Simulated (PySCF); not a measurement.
# The bond of RbH−, level by level

One table from this session's results is given with a row withheld; the runs are named, their logs left out.

Program: PySCF 2.14.0. Level of theory: Rb aug-cc-pVDZ-X2C, H aug-cc-pVDZ-DK, spin-free X2C with a Gaussian nucleus. These are calculated values, not measurements.

4 further runs of the same task are left out: 4 set aside as unsound or not needed.

Set-up of the first run:

Settings of the job:

```json
{"atoms": "Rb, H", "charge": "-1", "basis": "Rb aug-cc-pVDZ-X2C, H aug-cc-pVDZ-DK", "Hamiltonian": "spin-free X2C with a Gaussian nucleus", "basis functions": "54", "electrons treated": "39", "masses in u": "84.9118, 1.0078", "levels": "PBE0, PBE, r²SCAN, revPBE, r²SCAN0, TPSSh, ωB97X, MP2, SCS-MP2, CCSD, CCSD(T)", "grid": "80 radial by 434 angular points", "occupations": "held fixed by the projection of orbital angular momentum", "dissociation limit": "Rb + H−, each in its ground configuration", "starting distance in angstrom": "2.480", "values of 2S to try": "1, 3"}
```

On the command line:

```console
$ OMP_NUM_THREADS=1 python dia.py task.json out
```

Among the steps run: Set-up; The PBE0 curve of the state that the search chose; PBE (GGA); r²SCAN (meta-GGA); revPBE (GGA); r²SCAN0 (hybrid meta-GGA); TPSSh (hybrid meta-GGA); ωB97X; MP2 and coupled cluster.

One table of the session follows, with a row left open; its other results are not shown here.

Energy (eV) from each level's lowest point:

```
R (Å)  UHF-MP2  UHF-SCS-MP2  UHF-CCSD  UHF-CCSD(T)    PBE
2.193    0.216        0.221       n/a          n/a  0.172
2.295    0.103        0.107     0.109        0.106  0.079
2.397    0.037        0.039     0.041        0.039  0.026
2.474        ?            ?         ?            ?      ?
2.550    0.000        0.000     0.000        0.000  0.000
2.627    0.002        0.001     0.000        0.000  0.005
2.728    0.020        0.018     0.015        0.015  0.023
2.856    0.060        0.056     0.050        0.051  0.061
3.009    0.125        0.120     0.109        0.111  0.120
3.213    0.228        0.221       n/a          n/a  0.209
```

Estimate the missing values for R (Å) = 2.474.

Worked estimate for «UHF-MP2». A straight line through the neighbours (2.397, 0.037) and (2.550, 0.000) gives 0.037 + (0.000 − 0.037) × (2.474 − 2.397) / (2.550 − 2.397) = 0.018; a parabola fitted to 4 rows on both sides gives 0.010.

**Answer.** UHF-MP2: 0.011; UHF-SCS-MP2: 0.012; UHF-CCSD: 0.013; UHF-CCSD(T): 0.012; PBE: 0.006. In «UHF-MP2» the line misses by +0.007 and the parabola by -0.001.

To keep in mind: At some levels the lowest empty orbital lies below the highest filled one (the two can be of opposite spin).
